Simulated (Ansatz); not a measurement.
# ScSi2: one crystal by all-electron and frozen-core methods, part 1 of 2

The same cell of ScSi2 is computed with LAPW, all electrons, frozen-core PAW and all-electron PAW on datasets made for the crystal, to set the results side by side.

Computed with Ansatz 0.2.0 (DFT PBE, scalar-relativistic, unless a step's input says otherwise).

1 further run of the same task is left out (it didn't finish).

## 1. The starting structure

It takes space group P6/mmm (No. 191, hexagonal). Conventional cell: a = 3.660 Å, b = 3.660 Å, c = 3.870 Å, α = 90.00°, β = 90.00°, γ = 120.00°. Sc (site symmetry 6/mmm) is surrounded by 12 Si at 2.87 Å. Around Si (site symmetry -6m2) lie 3 Si at 2.11 Å and 6 Sc at 2.87 Å.

Coordinates:

```cif
data_structure
_symmetry_space_group_name_H-M 'P 1'
_symmetry_Int_Tables_number 1
_cell_length_a 3.6600
_cell_length_b 3.6600
_cell_length_c 3.8700
_cell_angle_alpha 90.000
_cell_angle_beta 90.000
_cell_angle_gamma 120.000
_cell_volume 44.90
loop_
_atom_site_label
_atom_site_type_symbol
_atom_site_fract_x
_atom_site_fract_y
_atom_site_fract_z
_atom_site_occupancy
Sc1 Sc 0.00000 0.00000 0.00000 1
Si1 Si 0.33333 0.66667 0.50000 1
Si2 Si 0.66667 0.33333 0.50000 1
```

The geometry is a database entry used as it stands. It may stem from high pressure or temperature, or be incomplete, so it serves as a test cell.

Atoms are numbered in the order of the input: Sc1, Si2, Si3.

## 2. LAPW, all electrons

Contents of input.yaml:

```yaml
crystal:
  lattice:
    - [3.6599987106, 0.0, 0.0]
    - [-1.8299993553, 3.1696518612, 0.0]
    - [0.0, 0.0, 3.87]
  atoms:
    - { symbol: Sc, position: [0.0, 0.0, 0.0] }
    - { symbol: Si, position: [0.3333333333, 0.6666666667, 0.5] }
    - { symbol: Si, position: [0.6666666667, 0.3333333333, 0.5] }
kpoints:
  mp_grid: { grid: [13, 13, 11] }
  band_path:
    path:
      - [0.0, 0.0, 0.0]
      - [0.5, 0.0, 0.0]
      - [0.3333333333, 0.3333333333, 0.0]
      - [0.0, 0.0, 0.0]
      - [0.0, 0.0, 0.5]
      - [0.5, 0.0, 0.5]
      - [0.3333333333, 0.3333333333, 0.5]
      - [0.0, 0.0, 0.5]
      - [0.5, 0.0, 0.5]
    npoints: 14
scf:
  occupations: { method: fermi_dirac, width: 0.05 }
hamiltonian:
  xc: pbe
  pseudopotentials: { kind: all_electron, lapw: { basis_error: 0.001 } }
output:
  forces: true
  stress: true
  eigenvalues: true
  fatbands: true
  populations: true
  dos: { projected: true, de: 0.2, e_range: [-14, 8] }
```

On the command line:

```sh
> ansatz run input.yaml --threads 1 --pin off --max-ram 3072MiB --backend cpu --events-out ev --progress --plain --runs-dir out
```

Standard output:

```text
Sc: projections on atomic orbitals take those of the free atom 1s2 2s2 2p6 3s2 3p6 3d1 4s2, of charge +0.00 (hamiltonian.pseudopotentials.projection_atoms)
Si: projections on atomic orbitals take those of the free atom 1s2 2s2 2p6 3s2 3p2, of charge +0.00 (hamiltonian.pseudopotentials.projection_atoms)
LAPW: plane waves up to 8.889 Å⁻¹, error target 1.0e-3 eV per atom; small_component_spin mean_spin; Si in spheres of 1.057 Å, 12 of its electrons in bands, Dirac shells []; Sc in spheres of 1.211 Å, 17 of its electrons in bands, Dirac shells []
Engine: ansatz 0.2.0
Pseudopotentials: kind: all_electron
Pseudopotential: Sc, LAPW, valence charge 17, Koelling and Harmon's equation, gaussian nucleus
Pseudopotential: Si, LAPW, valence charge 12, Koelling and Harmon's equation, gaussian nucleus
Functional definition: PBE
  parameter kappa = 0.804
  parameter beta = 0.06672455060314922
  exchange = pbe_x(kappa = kappa, mu = beta*pi^2/3)
  correlation = pbe_c(beta = beta)
Crystal: 3 atoms, lattice volume = 44.896 Å³
Basis set: ecut = 301.01591587972865 eV, 551 PW (Γ), exchange–correlation at level 2
Bands: 25, of which v1, the nominal top of the filled ones, is band 21 counted from 1 (20 counted from 0)
Symmetry: 24 space group operations
Space group: P6/mmm (ITA 191), of the structure as read, at distance tolerance 3.6e-5 Å
k-points: 126 of 1859
Non-local potential: Sc, projectors of the file, none
Non-local potential: Si, projectors of the file, none
Initial density: superposition of atomic densities (chi_scale 0.1, normalization cell, long waves kept (reshape's long-wave potential 0.00 eV rms))
Initial wavefunctions: plane waves of lowest kinetic energy (no species holds an atomic orbital)
Functional: x = pbe(κ = 0.804, μ = 0.2195149727645171), c = pbe(β = 0.06672455060314922)
iter 1 solved again at ethr=3.27e-3 eV; its pass at ethr=1.00e-1 eV (dr2=1.34e0 eV) is discarded
SCF iter   1: F=—  HF=-36580.733311 eV  |F-HF|=—  |Δ(HF+E_count)|=         —  Δρ=3.87e-2  dr2=1.35e0  ethr=3.27e-3  ⟨swp⟩=2.0  Hψ=20854  notcnv=0
preconditioner: auto → Kerker (q_TF=auto, 2.687 Å⁻¹)  [metal: Δε(μ)=0.019 eV  Ē_g=8.207 eV  σ=0.050 eV  W_gap=0.09  n_scr=20 (ndim 8)  ℏωp=18.4 eV  f_vac=0.000  D(μ)=1.03/eV (n_scr^D=8)]
SCF iter   2: F=—  HF=-36580.440717 eV  |F-HF|=—  |Δ(HF+E_count)|=   2.93e-1  Δρ=2.11e-2  dr2=3.52e-1  ethr=3.27e-3  ⟨swp⟩=3.0  Hψ=9333  notcnv=0
SCF iter   3: F=—  HF=-36580.384858 eV  |F-HF|=—  |Δ(HF+E_count)|=   5.59e-2  Δρ=1.16e-2  dr2=1.39e-1  ethr=8.59e-4  ⟨swp⟩=2.0  Hψ=9443  notcnv=0
iter 4 solved again at ethr=9.31e-6 eV; its pass at ethr=3.39e-4 eV (dr2=3.82e-3 eV) is discarded
SCF iter   4: F=—  HF=-36580.356738 eV  |F-HF|=—  |Δ(HF+E_count)|=         —  Δρ=2.62e-3  dr2=3.85e-3  ethr=9.31e-6  ⟨swp⟩=2.0  Hψ=16194  notcnv=0
the basis was enlarged: its passes take 281.3 KiB over the memory plan, 1 of 1 planned eigensolver slots
SCF iter   5: F=—  HF=-36580.354696 eV  |F-HF|=—  |Δ(HF+E_count)|=   2.04e-3  Δρ=6.85e-4  dr2=5.24e-4  ethr=9.31e-6  ⟨swp⟩=2.8  Hψ=9377  notcnv=0
SCF iter   6: F=—  HF=-36580.354598 eV  |F-HF|=—  |Δ(HF+E_count)|=   9.87e-5  Δρ=3.33e-4  dr2=1.17e-4  ethr=1.28e-6  ⟨swp⟩=2.0  Hψ=8920  notcnv=0
SCF iter   7: F=—  HF=-36580.354569 eV  |F-HF|=—  |Δ(HF+E_count)|=   2.84e-5  Δρ=5.25e-5  dr2=1.87e-6  ethr=2.85e-7  ⟨swp⟩=2.7  Hψ=9038  notcnv=0
SCF iter   8: F=—  HF=-36580.354571 eV  |F-HF|=—  |Δ(HF+E_count)|=   1.92e-6  Δρ=2.50e-5  dr2=5.72e-7  ethr=4.55e-9  ⟨swp⟩=2.3  Hψ=8973  notcnv=0
SCF iter   9: F=-36580.354571 eV  HF=-36580.354571 eV  |F-HF|=5.76e-9  |Δ(HF+E_count)|=   1.95e-7  Δρ=5.02e-6  dr2=1.81e-8  ethr=1.39e-9  ⟨swp⟩=2.4  Hψ=8991  notcnv=0
SCF 1 converged in 9 iterations: F = -36580.354571 eV  dr2 = 1.81e-8
NSCF: frozen V_eff on 113 k-points
SCF converged after 9 iterations
Free energy (F): -36580.354571 eV
Harris-Foulkes:  -36580.354571 eV  (|F-HF|=5.76e-9)
Internal energy: -36580.338752 eV  (E = F + TS)
E sigma→0 (E₀):  -36580.346661 eV
Entropy (-TS):   -0.015819 eV (-5.273 meV/atom)
Fermi energy:    13.904556 eV
--- Per-component energies (eV) ---
  E_band       = -3676.851556
  E_kinetic    = 36825.801764
  E_xc         = -2207.626166
  E_electrostatic = -71198.514349  (all electrons and nuclei)
  E_smearing   = -0.015819  (= −TS)
  E_closure    = 0.000000  (closes the sum)
  E_atoms      = -36564.707560  (free atoms, spherical and without spin; not in F)
  Σ components = -36580.354571   (vs F -36580.354571, Δ=0.00e0)
  Basis errors (estimates in eV, not in F): energy 3.9e-4 per atom: plane waves 3.6e-4 (2.1e-4 summed), levels above the bands 4.1e-24, relativity 1.5e-8, radial functions 2.3e-5, core shells 1.5e-6; eigenvalues (radial functions only) 3.4e-6; not estimated: angular momenta, meshes, grids; target (lapw.basis_error) 1.0e-3; muffin-tin radii Si 1.057 Å, Sc 1.211 Å
--- Forces (eV/Å), atoms counted from 1 ---
  atom   1  Sc    -0.00000000    -0.00000000     0.00000000
  atom   2  Si    -0.00000000    -0.00000000     0.00000000
  atom   3  Si    -0.00000000     0.00000000     0.00000000
  max |Σ_I F_I| component: 9.25e-18 eV/Å
--- Stress (GPa, compression-positive) ---
       37.378684       0.000000       0.000000
        0.000000      37.378684       0.000000
        0.000000       0.000000       0.930785
  P = ⅓ Tr σ = 25.2294 GPa (252.294 kbar)
--- Band table (eV; the first three rows and the last of 126) ---
  k-point 0: bands = ["-368.7317", "-368.7317", "-368.7212", "-120.3675", "-120.3418", "-76.4209", "-76.4209", "-76.3690", "-76.3544", "-76.3489", "-76.3489", "-35.6812", "-14.3774", "-14.3127", "-14.3127", "0.0563", "10.3472", "10.4578", "10.4578", "11.8391", "14.9984", "14.9984", "15.0829", "15.5554", "15.5554"]
  k-point 1: bands = ["-368.7317", "-368.7317", "-368.7212", "-120.3675", "-120.3418", "-76.4209", "-76.4209", "-76.3690", "-76.3544", "-76.3489", "-76.3489", "-35.6809", "-14.3833", "-14.3122", "-14.3122", "0.1147", "9.7107", "10.5078", "10.5078", "12.4514", "14.4458", "14.4458", "15.1511", "16.2286", "16.2286"]
  k-point 2: bands = ["-368.7317", "-368.7317", "-368.7212", "-120.3675", "-120.3418", "-76.4209", "-76.4209", "-76.3690", "-76.3544", "-76.3489", "-76.3489", "-35.6803", "-14.3991", "-14.3111", "-14.3111", "0.2794", "8.7038", "10.6523", "10.6523", "13.4015", "13.8188", "13.8188", "15.3529", "15.8421", "15.8421"]
  k-point 125: bands = ["-368.7317", "-368.7317", "-368.7212", "-120.3559", "-120.3534", "-76.4281", "-76.3890", "-76.3809", "-76.3624", "-76.3610", "-76.3417", "-35.6667", "-14.4103", "-14.3985", "-14.3806", "3.7928", "4.5329", "7.4831", "9.9583", "10.3919", "14.9298", "16.3586", "16.4054", "16.7312", "16.9441"]
--- Löwdin populations: 3 sites ---
  site symbol       q [e]
     0     Sc     20.4732
     1     Si     14.1544
     2     Si     14.1544
  spilling = 0.004450 (of n_electrons = 49.000000)
```

It took 50 s on 1 thread of Intel Xeon Platinum 8488C (Sapphire Rapids), shared host.

This run gives: pressure 25.23 GPa; no gap.

At the corners of the path (eV, zero at the Fermi level):

| point | band 18 | band 19 | band 20 | band 21 | band 22 | band 23 | band 24 |
| --- | --- | --- | --- | --- | --- | --- | --- |
| Γ | -3.45 | -3.45 | -2.07 | 1.09 | 1.09 | 1.18 | 1.65 |
| M | -4.50 | -3.21 | -2.74 | 0.49 | 0.78 | 2.27 | 2.46 |
| K | -7.40 | -2.21 | -2.21 | 0.77 | 0.77 | 1.30 | 4.43 |
| Γ | -3.45 | -3.45 | -2.07 | 1.09 | 1.09 | 1.18 | 1.65 |
| A | -2.58 | -2.58 | -1.10 | -1.10 | 0.33 | 0.33 | 1.72 |
| L | -4.95 | -4.30 | -3.82 | -0.32 | 2.01 | 2.67 | 3.14 |
| H | -6.45 | -3.73 | -3.73 | 0.89 | 2.58 | 2.67 | 2.67 |
| A | -2.58 | -2.58 | -1.10 | -1.10 | 0.33 | 0.33 | 1.72 |
| L | -4.95 | -4.30 | -3.82 | -0.32 | 2.01 | 2.67 | 3.14 |

States per cell in windows of 1 eV (zero at the Fermi level; grid of 0.20 eV, so sharp peaks spill over the borders):

| from | to | total | Sc 3d | Si 3p | Si 3s |
| --- | --- | --- | --- | --- | --- |
| -10 | -9 | 0.33 | 0.02 | 0.17 | 0.12 |
| -9 | -8 | 0.61 | 0.04 | 0.34 | 0.22 |
| -8 | -7 | 0.39 | 0.03 | 0.23 | 0.12 |
| -7 | -6 | 0.74 | 0.05 | 0.54 | 0.09 |
| -6 | -5 | 1.10 | 0.09 | 0.87 | 0.07 |
| -5 | -4 | 1.51 | 0.15 | 1.26 | 0.04 |
| -4 | -3 | 1.39 | 0.28 | 1.05 | 0.01 |
| -3 | -2 | 0.79 | 0.34 | 0.39 | 0.02 |
| -2 | -1 | 0.92 | 0.53 | 0.29 | 0.03 |
| -1 | 0 | 1.01 | 0.43 | 0.34 | 0.13 |
| 0 | 1 | 1.46 | 0.75 | 0.40 | 0.14 |
| 1 | 2 | 2.58 | 1.63 | 0.32 | 0.15 |
| 2 | 3 | 3.45 | 2.45 | 0.34 | 0.21 |
| 3 | 4 | 1.58 | 0.87 | 0.24 | 0.19 |

(Continued in part 2 of 2.)
